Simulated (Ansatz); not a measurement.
Predict the output of the script below (the Python package of Ansatz (0.2.0)).

The script, `cdag3_zeeman.py`:
```python
"""Spin moment of CdAg3 in a magnetic field."""

import logging
import sys

import ansatz as az
import numpy as np

logging.basicConfig(stream=sys.stdout, format="%(name)s: %(message)s")
logger = logging.getLogger("ansatz_job")
logger.setLevel(logging.INFO)

crystal = (
    az.Lattice.cubic(4.15941889)
    .space_group(221)
    .atom("Cd", (0.0, 0.0, 0.0))
    .atom("Ag", (0.0, 0.5, 0.5))
)

calculation = (
    crystal.calculation()
    .kpoints(5)
    .basis(650)  # cutoff of the orbital basis
    .occupations("Fermi-Dirac", width=100 * az.meV)
    .functional(az.Functional.R2SCAN)
    .scf(tolerance=1e-07)
    .spin("collinear")
)
# the field acts on the spins alone; such large fields lift the response over the noise
rows = []
for tesla in [-200, 0, 200]:
    r = (calculation.magnetic_field(tesla) if tesla else calculation).run().report
    rows.append((tesla, r["magnetization_mub"], r["free_energy_ev"], r["components"].get("e_zeeman", 0.0)))
lines = [",".join(["B (T)", "moment muB", "F eV", "Zeeman term eV"])] + [",".join(f"{v:.4f}" if isinstance(v, float) else str(v) for v in row) for row in rows]
print("\n".join(lines))
with open("zeeman.csv", "w") as handle:
    handle.write("\n".join(lines) + "\n")
slope = np.polyfit([row[0] for row in rows], [row[1] for row in rows], 1)[0]
logger.info(f"dM/dB = {1000 * slope:.4f} muB per 1000 T per cell")
```

```console
$ python cdag3_zeeman.py
RunWarning: this spin-polarised run has no starting moment large enough to seed its density, so its SCF can try parallel moments of its own, which can die out, and starts no order whose moments [...]
B (T),moment muB,F eV,Zeeman term eV
-200,-0.0085,-31080.2949,-0.0001
0,0.0000,-31080.2949,0.0000
200,0.0085,-31080.2949,-0.0001
ansatz_job: dM/dB = 0.0425 muB per 1000 T per cell
```
(Warnings from the package without file and line, shortened.)

Notes:
- Total energies depend on the potentials; only differences at equal settings carry meaning. A total without «per atom» is that of the cell as typed.
- For a metal this k-point mesh is coarse: on a finer one energies can move by several to tens of meV an atom and pressures by half a GPa or more, differences at one mesh by less.
- r2SCAN tends to overestimate the moments of itinerant magnets.
- The structure comes from a database of computed cells and needn't be a stable or known phase.
- Orbital magnetism is left out. The response of a metal hangs strongly on mesh and smearing, and a straight-line fit holds only where the moment is linear in the field.
- It ran for 64 s on 1 thread of Arm Neoverse V2, with other jobs on the host, peak memory 0.65 GiB.

(Lines on the test bed's own set-up are left out of the output.)
